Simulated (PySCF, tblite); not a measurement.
**C6H13BO2: geometry, infrared bands and NMR shifts**

Aim: predict the infrared bands and NMR shifts of C6H13BO2 (`COC[C@@H]1BCCCO1`).

The runs use tblite 0.8.0 and PySCF 2.14.0, with density-fitted response routines of our own; the level of theory stands in each step. All values are computed, except where a source is named. Atoms count from 0, in the outputs and in this text.

### Step 1. Starting geometry

22 atoms, charge 0, multiplicity 1; geometry from: force field or distance geometry start.

Bonds of the start (Å): C0–O1 1.41, O1–C2 1.37, C2–C3 1.51, C3–B4 1.61, B4–C5 1.59, C5–C6 1.52, C6–C7 1.52, C7–O8 1.39, O8–C3 1.38, C0–H9 1.10, C0–H10 1.12, C0–H11 1.10, C2–H12 1.09, C2–H13 1.13, C3–H14 1.14, B4–H15 1.18, C5–H16 1.10, C5–H17 1.11, C6–H18 1.09, C6–H19 1.11, C7–H20 1.13, C7–H21 1.09.

### Step 2. Geometry optimisation with GFN2-xTB

Job settings and geometry (Å):

```
{"job": {"kind": "relax", "xc": "GFN2-xTB", "basis": "xTB"}, "charge": 0, "multiplicity": 1}
C      3.583000    -0.392000     0.773700
O      2.195300    -0.201000     0.920600
C      1.629000     0.251800    -0.238600
C      0.142100     0.455600    -0.067600
B     -0.584300    -0.906600     0.400200
C     -2.175800    -0.895500     0.416000
C     -2.587300    -0.082500    -0.799000
C     -1.812100     1.225100    -0.842400
O     -0.503700     0.906900    -1.195100
H      4.092100     0.546900     0.504600
H      3.704400    -1.130400    -0.064300
H      3.941600    -0.878900     1.689100
H      1.780800    -0.408500    -1.093200
H      2.074700     1.251700    -0.517800
H     -0.081500     1.172600     0.783700
H     -0.018500    -1.658000     1.107000
H     -2.615500    -1.905900     0.384100
H     -2.457100    -0.351300     1.344100
H     -2.480200    -0.698600    -1.697600
H     -3.668600     0.147100    -0.674800
H     -2.297300     1.839600    -1.659700
H     -1.871400     1.731300     0.125300
```

Started as:

```console
OMP_NUM_THREADS=1 python probes_run.py task.json out
```

One launch serves the whole session: the jobs run in the order shown.

**Question.** This job is followed by: GFN2-xTB harmonic vibrations, gas phase; GIAO PBE0/pcSseg-1 NMR shielding, non-relativistic, gas phase. What will the session give for the following? strongest single infrared mode (GFN2-xTB); zero-point energy (GFN2-xTB); 13C shifts against TMS (PBE0/pcSseg-1); 1H shifts against TMS (PBE0/pcSseg-1, means over atoms taken as alike); 17O shifts against H2O (PBE0/pcSseg-1); 11B shifts against BF3·OEt2 (PBE0/pcSseg-1); surface potential, 1st and 99th percentile.

The runs gave:

| quantity | value |
| --- | --- |
| strongest single infrared mode (GFN2-xTB) | 2677 cm⁻¹, 103 km/mol |
| zero-point energy (GFN2-xTB) | 115.5 kcal/mol |
| 13C shifts against TMS (PBE0/pcSseg-1) | 85.4, 75.6, 71.7, 61.6, 27.0, 27.0 ppm |
| 1H shifts against TMS (PBE0/pcSseg-1, means over atoms taken as alike) | 7.79, 4.24, 3.92, 3.63, 3.60, 3.52, 3.51, 2.09, 1.65, 1.58, 1.22 ppm |
| 17O shifts against H2O (PBE0/pcSseg-1) | 42.4, 19.1 ppm |
| 11B shifts against BF3·OEt2 (PBE0/pcSseg-1) | 86.8 ppm |
| surface potential, 1st and 99th percentile | -1.49 V and 1.14 V |

The optimisation took 105 steps and gained 0.758 eV; among the close pairs (by a distance rule), C3–O8 changed most, from 1.375 to 1.430 Å. No mode is imaginary among the 60: a minimum at this level. The strongest single mode, at 2677 cm⁻¹, moves mainly H15. Unscaled tight-binding wavenumbers are off by several per cent, some by more. Its intensities can rank the bands wrongly. C3 (sp3 CH bonded to B and O) lies farthest downfield among carbon, at 85.4 ppm; pulled downfield by the heteroatom. At PBE0/pcSseg-1: The largest span, 196 ppm, is at B4, where the paramagnetic term is -178 ppm. At PBE0/pcSseg-1, counted by nearest atom on the grid, the HOMO lies on O8 49 %; C3 9 %, the LUMO on B4 51 %; H15 13 %.
